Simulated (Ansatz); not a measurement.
# Platinum, beta-Sn type under LDA: from relaxation to bulk modulus

Aim: take platinum in the beta-Sn type structure, relax it, solve it on a dense k-mesh, switch on spin-orbit coupling, then scale the cell to 7 volumes from 88 to 112 % of the relaxed one and try a fit of the equation of state. The k-meshes are 13×13×9 for the relaxation; 21×21×14 for the dense run; 13×13×9 for spin-orbit coupling; 14×14×10 for the volumes.

Method: DFT LDA (PW92), plane waves (420 eV) with PAW, scalar-relativistic; the PAW data stem from PBE, with regenerated cores, in Ansatz 0.2.0.

**1. The system as given**

It takes space group I4_1/amd (No. 141, tetragonal). Conventional cell: a = 4.879 Å, b = 4.879 Å, c = 2.664 Å, α = 90.00°, β = 90.00°, γ = 90.00°. Pt (site symmetry -4m2) has 6 Pt at 2.53 to 2.66 Å as nearest neighbours.

Structure file:

```xyz
2
Lattice="-2.4393 2.4393 1.3319 2.4393 -2.4393 1.3319 2.4393 2.4393 -1.3319" Properties=species:S:1:pos:R:3 pbc="T T T"
Pt    0.0000    0.0000    0.0000
Pt    0.0000    2.4393    0.6659
```

**2. Relaxation of the cell**

Input file input.yaml:

```yaml
crystal:
  lattice:
    - [-2.4392984224, 2.4392984224, 1.3318569387]
    - [2.4392984224, -2.4392984224, 1.3318569387]
    - [2.4392984224, 2.4392984224, -1.3318569387]
  atoms:
    - { symbol: Pt, position: [0.0, 0.0, 0.0] }
    - { symbol: Pt, position: [0.75, 0.25, 0.5] }
hamiltonian:
  xc: lda
  pseudopotentials:
    kind: paw
    azcp:
      Pt: "pseudopotentials/Pt.paw.azcp"
basis:
  ecutwfc: 420
  fft_grid_basis: typed
kpoints:
  mp_grid: { grid: [13, 13, 9], shift: [0, 0, 0] }
magnetization:
  spin_polarized: false
scf:
  occupations: { method: fermi_dirac, width: 0.1 }
relax:
  max_steps: 60
  f_tol: 0.01
  cell: {}
```

The runs that follow: Dense single point; With spin-orbit coupling; Volume × 0.88; Volume × 0.92; Volume × 0.96; Volume × 1.0; Volume × 1.04; Volume × 1.08; Volume × 1.12.

**Question.** What will these runs give? Wanted: space group; conventional cell; volume; shortest distance; gap on the mesh; relative to fcc; V₀, B₀, B₀′.

The runs gave:

```
                      quantity                                  value
space group (spins left aside)                          Cmcm (No. 63)
             conventional cell  a = 2.673 Å, b = 6.410 Å, c = 3.671 Å
                        volume                         15.728 Å³/atom
             shortest distance                                2.579 Å
               gap on the mesh           none (levels filled in part)
               relative to fcc                          +180 meV/atom
                   V₀, B₀, B₀′           15.712 Å³/atom, 275 GPa, 5.3
```

In words: From the guessed start the volume shrank by 0.8 % in 19 steps. The cell has left its prototype: it ends as Cmcm. What follows belongs to that structure, not to the type named at the start. The mesh has less symmetry than the lattice, which may have let the distortion in. Against the reference form of platinum (fcc, computed apart with the same settings) it stands 180 meV/atom higher, so it is far from stable. Levels at the Fermi energy are filled in part, as in a metal. The total energy of the spin-orbit run lies -33.3 eV/atom from the scalar one, but the two kinds of run don't share a zero of energy: only differences within one kind count. The fitted modulus is 275 GPa; letting shape and positions relax at each volume could only lower it.
